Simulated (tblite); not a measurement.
# C6H11NOSi: the cost of one run

The runs use tblite 0.8.0 and PySCF 2.14.0, with density-fitted response routines of our own; the level of theory stands in each step. All values are computed, except where a source is named. Atoms are numbered from 0 throughout.

## Step 1: The molecule as given

20 atoms, charge 0, multiplicity 1; geometry from: force field or distance geometry start.

Bonds of the start (Å): C0–C1 1.50, C1–C2 1.52, C2–C3 1.33, C3–C4 1.51, C4–O5 1.37, O5–Si6 1.71, Si6–C7 1.82, C7–N8 1.15, C0–H9 1.12, C0–H10 1.10, C0–H11 1.12, C1–H12 1.13, C1–H13 1.09, C2–H14 1.09, C3–H15 1.08, C4–H16 1.11, C4–H17 1.11, Si6–H18 1.47, Si6–H19 1.50.

## Step 2: Geometry optimisation with GFN2-xTB

Job settings and geometry (Å):

```
{"job": {"kind": "relax", "xc": "GFN2-xTB", "basis": "xTB"}, "charge": 0, "multiplicity": 1}
C     -3.072700     1.031900    -0.804800
C     -2.652700    -0.257600    -0.166700
C     -1.150200    -0.162000     0.064800
C     -0.359200    -1.042200    -0.532000
C      1.138100    -0.997700    -0.333900
O      1.457300     0.063900     0.473200
Si     3.129500     0.248700     0.764500
C      4.008600     0.972600    -0.656200
N      4.567700     1.406000    -1.565400
H     -3.257700     1.781500     0.000100
H     -2.311300     1.458000    -1.474000
H     -4.063100     0.880800    -1.306500
H     -3.076000    -0.340800     0.882300
H     -2.935300    -1.163100    -0.704400
H     -0.759200     0.642800     0.689500
H     -0.821100    -1.820200    -1.127000
H      1.623600    -0.835600    -1.323200
H      1.419300    -1.980000     0.095500
H      3.789100    -1.017100     1.128200
H      3.320300     1.141000     1.950900
```

On the command line:

```console
$ OMP_NUM_THREADS=1 python probes_run.py task.json out
```

This one command runs all jobs of the session in turn.

**Question.** How long does this first job take on 1 thread of Intel Xeon at 2.50GHz, shared host, and how much memory does it need?

About 1.4 s, with a peak of 0.18 GiB.
